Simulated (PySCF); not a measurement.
**[RhN2]-: quintet, from a linear start**

Aim: relax [RhN2]- as a quintet from a linear start, check by its vibrations whether the end is a minimum, and collect its spectrum and constants.

Method: PBE0, basis Rh def2-SVPD with ECP28, N def2-SVPD, scalar-relativistic core potentials, no spin–orbit coupling, density fitting; program: PySCF 2.14.0.

### 1 The system as given

3 atoms, charge -1, spin multiplicity 5.

Bond lengths: Rh1–N2 1.700 Å, Rh1–N3 1.700 Å. Angles: N2–Rh1–N3 180.0°.

```xyz
3
charge -1 multiplicity 5
Rh    0.0000    0.0000    0.0000
N     0.0000    0.0000    1.7000
N     0.0000    0.0000   -1.7000
```

### 2 Linear start, quintet: relaxation

The steps below are one call of a driver around PySCF. For each, scf.py gives the equivalent set-up of the SCF; relaxations use the driver's own optimiser. Before each start the driver seeks the lowest SCF state from one or more starting densities and follows internal instabilities, so scf.py alone need not reach the same state.

The program finds D∞h symmetry in the start, which this walk keeps. Threshold on the gradient: 0.0003 Eh/bohr, with a further test on the energy change.

scf.py

```python
from pyscf import gto, scf, dft
mol = gto.M(atom='''
Rh     0.000000     0.000000     0.000000
N      0.000000     0.000000     1.700000
N      0.000000     0.000000    -1.700000''',
    basis={'Rh': 'def2-SVPD', 'N': 'def2-SVPD'},
    ecp={'Rh': 'def2-SVPD'},
    charge=-1, spin=4)
mf = dft.UKS(mol, xc='PBE0')
mf.grids.atom_grid = (50, 194)
aux = {'Rh': 'def2-universal-JKFIT', 'N': 'def2-universal-JKFIT'}
mf = mf.density_fit(auxbasis=aux)
mf.kernel()
```

Steps of the walk:

| step | energy (Eh) | change (kJ/mol) | largest symmetric gradient (Eh/bohr) |
| --- | --- | --- | --- |
| 0 | -219.611086 | 0.00 | 0.08524 |
| 1 | -219.626073 | -39.35 | 0.00380 |
| 2 | -219.626115 | -39.46 | 0.00102 |
| 3 | -219.626118 | -39.47 | 0.00002 |

The walk needed 4 s of wall time on 4 threads, shared host.

End point (D∞h, 3 steps, 39.5 kJ/mol gained): Rh–N 1.803 Å (×2); N–Rh–N 180.0°.

### 3 Frequencies

On the finer grid the gradient is checked again; gradients at displacements of ±0.01 bohr then give force constants and infrared intensities.

scf.py: that of step 2 with these lines changed.

```diff
@@ -4,2 +4,2 @@
-N      0.000000     0.000000     1.700000
-N      0.000000     0.000000    -1.700000''',
+N      0.000000     0.000000     1.802948
+N     -0.000000     0.000000    -1.802948''',
@@ -10 +10 @@
-mf.grids.atom_grid = (50, 194)
+mf.grids.atom_grid = (75, 302)
```

This SCF starts from the last density.

Log of the central SCF (cycles and frontier levels):

```text
init E= -219.626179051189
[... the frontier-level lines of each cycle are left out ...]
cycle= 1 E= -219.626179030345  delta_E= 2.08e-08  |g|= 0.00021  |ddm|= 0.000205
cycle= 2 E= -219.626178657468  delta_E= 3.73e-07  |g|= 0.00088  |ddm|= 0.000854
cycle= 3 E= -219.626179050563  delta_E= -3.93e-07  |g|= 6.62e-05  |ddm|= 0.000697
cycle= 4 E= -219.626179052637  delta_E= -2.07e-09  |g|= 1.75e-06  |ddm|= 5.23e-05
cycle= 5 E= -219.626179052667  delta_E= -3.01e-11  |g|= 1.03e-06  |ddm|= 2.79e-05
Extra cycle  E= -219.626179052667  delta_E= -5.68e-14  |g|= 1.1e-06  |ddm|= 3.75e-06
converged SCF energy = -219.626179052667  <S^2> = 6.0297263  2S+1 = 5.0118764
```

The whole step took 11 s.

Geometry: D∞h; Rh–N 1.803 Å (×2); N–Rh–N 180.0°.

Modes, for the most abundant isotopes:

```json
{"ω (cm⁻¹)": "257i", "IR (km/mol)": "8.4", "type": "bend"}
{"ω (cm⁻¹)": "106", "IR (km/mol)": "1.1", "type": "bend"}
{"ω (cm⁻¹)": "134", "IR (km/mol)": "17.4", "type": "stretch"}
{"ω (cm⁻¹)": "781", "IR (km/mol)": "0.0", "type": "stretch"}
```

1 mode is imaginary, the largest at 257i cm⁻¹: a saddle point, not a minimum.

Here the density breaks the symmetry of the frame, and no labels are given; pairs that should be degenerate can split.

Properties at this point:

```
Dipole moment about the centre of mass                          : 0.00 D
Highest occupied level                                          : 0.34 eV
Lowest empty level                                              : 2.11 eV
Rotational constants                                            : 0.1852 cm⁻¹
Zero-point energy (real modes)                                  : 6.1 kJ/mol
Principal polarisabilities                                      : 52.1, 60.6, 99.8 bohr³
Principal traceless quadrupole moments about the centre of mass : -12.23, 4.13, 8.10 D Å
Spin squared ⟨S²⟩                                               : 6.030
```

Charges (e) and bond orders:

```csv
atom,Mulliken,Löwdin,polar tensor,spin (Mulliken),Mayer order to Rh1
Rh1,-0.21,-0.41,-0.80,1.12,–
"N2,3",-0.39,-0.30,-0.10,1.44,1.49
```

Outer orbital energies (eV). α occupied: -4.19, -3.44, -2.87, -1.90, -1.37, -1.37, -0.38, 0.34; empty: 3.49, 4.73, 4.94, 5.41. β occupied: -13.62, -11.86, -3.67, -3.19, -2.59, -0.91, -0.88, -0.78; empty: 2.11, 2.21, 2.67, 4.06.

Mulliken populations on Rh1 (outside its core potential): s 2.79, p 6.35, d 8.06, f 0.01.

### 4 Leaving the saddle point

The atoms are moved a little along the softest imaginary mode and relaxed again.

The program finds C2v symmetry in the start, which this walk keeps.

scf.py: that of step 3 with these lines changed.

```diff
@@ -3,3 +3,3 @@
-Rh     0.000000     0.000000     0.000000
-N      0.000000     0.000000     1.802948
-N     -0.000000     0.000000    -1.802948''',
+Rh     0.024446     0.021656    -0.000000
+N     -0.089823    -0.079573     1.802948
+N     -0.089823    -0.079573    -1.802948''',
@@ -10 +10 @@
-mf.grids.atom_grid = (75, 302)
+mf.grids.atom_grid = (50, 194)
```

Energy and gradient, step by step:

| step | energy (Eh) | change (kJ/mol) | largest symmetric gradient (Eh/bohr) |
| --- | --- | --- | --- |
| 0 | -219.628350 | 0.00 | 0.01068 |
| 1 | -219.631881 | -9.27 | 0.01661 |
| 2 | -219.638663 | -27.08 | 0.01899 |
| 3 | -219.647885 | -51.29 | 0.02122 |
| 4 | -219.659952 | -82.97 | 0.04337 |
| 5 | -219.663871 | -93.26 | 0.03286 |
| 6 | -219.669999 | -109.35 | 0.01102 |
| 7 | -219.672361 | -115.55 | 0.00398 |
| 8 | -219.672812 | -116.73 | 0.00234 |
| 9 | -219.672836 | -116.80 | 0.00031 |
| 10 | -219.672836 | -116.80 | 0.00001 |

The walk took 13 s.

It settles in C2v symmetry, 116.8 kJ/mol below the start, after 10 steps: Rh–N 1.774 Å (×2); N–Rh–N 107.0°.

### 5 Hessian and properties

The same treatment as at the point before.

scf.py: that of step 4 with these lines changed.

```diff
@@ -3,3 +3,3 @@
-Rh     0.024446     0.021656    -0.000000
-N     -0.089823    -0.079573     1.802948
-N     -0.089823    -0.079573    -1.802948''',
+Rh     0.166957     0.147904    -0.000000
+N     -0.619558    -0.548854     1.429196
+N     -0.619558    -0.548854    -1.429196''',
@@ -10 +10 @@
-mf.grids.atom_grid = (50, 194)
+mf.grids.atom_grid = (75, 302)
```

Log of the central SCF (cycles and frontier levels):

```text
init E= -219.672787854029
[... the frontier-level lines of each cycle are left out ...]
cycle= 1 E= -219.672787846961  delta_E= 7.07e-09  |g|= 0.000124  |ddm|= 0.000159
cycle= 2 E= -219.672787768702  delta_E= 7.83e-08  |g|= 0.00041  |ddm|= 0.000519
cycle= 3 E= -219.672787854879  delta_E= -8.62e-08  |g|= 5.47e-06  |ddm|= 0.000398
cycle= 4 E= -219.672787854895  delta_E= -1.64e-11  |g|= 1.59e-06  |ddm|= 5.56e-06
Extra cycle  E= -219.672787854903  delta_E= -8.3e-12  |g|= 3.75e-06  |ddm|= 1.15e-05
converged SCF energy = -219.672787854903  <S^2> = 6.0509949  2S+1 = 5.0203565
```

The whole step took 15 s.

Geometry: C2v; Rh–N 1.774 Å (×2); N–Rh–N 107.4°.

Harmonic modes (main isotopes):

```json
{"symmetry": "a1", "ω (cm⁻¹)": "226", "IR (km/mol)": "8.8", "μ (u)": "15.78", "type": "bend"}
{"symmetry": "b2", "ω (cm⁻¹)": "364", "IR (km/mol)": "18.6", "μ (u)": "16.09", "type": "stretch"}
{"symmetry": "a1", "ω (cm⁻¹)": "819", "IR (km/mol)": "46.7", "μ (u)": "15.09", "type": "stretch"}
```

No imaginary mode, so this is a minimum.

Constants and moments:

| Quantity | Value |
| --- | --- |
| Dipole moment about the centre of mass | 2.60 D |
| Highest occupied level | -0.04 eV |
| Lowest empty level | 2.56 eV |
| Rotational constants | 0.6936, 0.2947, 0.2068 cm⁻¹ |
| Zero-point energy | 8.4 kJ/mol |
| Principal polarisabilities | 73.0, 83.9, 85.0 bohr³ |
| Principal traceless quadrupole moments about the centre of mass | -6.68, 2.66, 4.02 D Å |
| Entropy at 298.15 K and 1 bar (electronic part: spin only) | 287.6 J/(mol K) |
| Heat capacity Cp at 298.15 K | 49.9 J/(mol K) |
| Enthalpy at 298.15 K above 0 K | 12.39 kJ/mol |
| Rotational symmetry number | 2 |
| Spin squared ⟨S²⟩ | 6.051 |

Populations by atom (charges in e):

| atom | Mulliken | Löwdin | polar tensor | spin (Mulliken) | Mayer order to Rh1 |
| --- | --- | --- | --- | --- | --- |
| Rh1 | -0.23 | -0.41 | -0.06 | 1.00 | – |
| N2,3 | -0.39 | -0.29 | -0.47 | 1.50 | 1.70 |

Mulliken populations on Rh1 (outside its core potential): s 2.97, p 6.44, d 7.81, f 0.01.

### 6 All stationary points

| spin | group | bonds | imaginary modes (cm⁻¹) | ΔE (kJ/mol) | with zero-point energy |
| --- | --- | --- | --- | --- | --- |
| quintet | C2v | Rh–N 1.774 Å (×2) | none | 0.0 | 0.0 |
| quintet | D∞h (density of lower symmetry) | Rh–N 1.803 Å (×2) | 257i | 122.4 | – |

### 7 Outcome

| quantity | value |
| --- | --- |
| minimum | quintet, C2v |
| geometry | Rh–N 1.774 Å (×2); N–Rh–N 107.4° |
| wavenumbers (cm⁻¹) | 226 (a1), 364 (b2), 819 (a1) |
| dipole moment (centre of mass) | 2.60 D |
| highest occupied, lowest empty level (either spin) | -0.04, 2.56 eV |
| polar-tensor charge of Rh1 | -0.06 e |
| zero-point energy | 8.4 kJ/mol |
| entropy at 298.15 K | 287.6 J/(mol K) |
| ⟨S²⟩ | 6.051 |

In words: The linear start (D∞h) ends in a minimum of C2v symmetry, after a stop at a saddle point 122.4 kJ/mol higher, from which it was pushed off along an imaginary mode. In the infrared the band at 819 cm⁻¹ (a1, stretch) leads. Other starts or spin states, not run here, may lie lower. One determinant may miss the lowest occupation of an open d or f shell.

The search up to here needed 50 s of wall time on 4 threads, shared host.
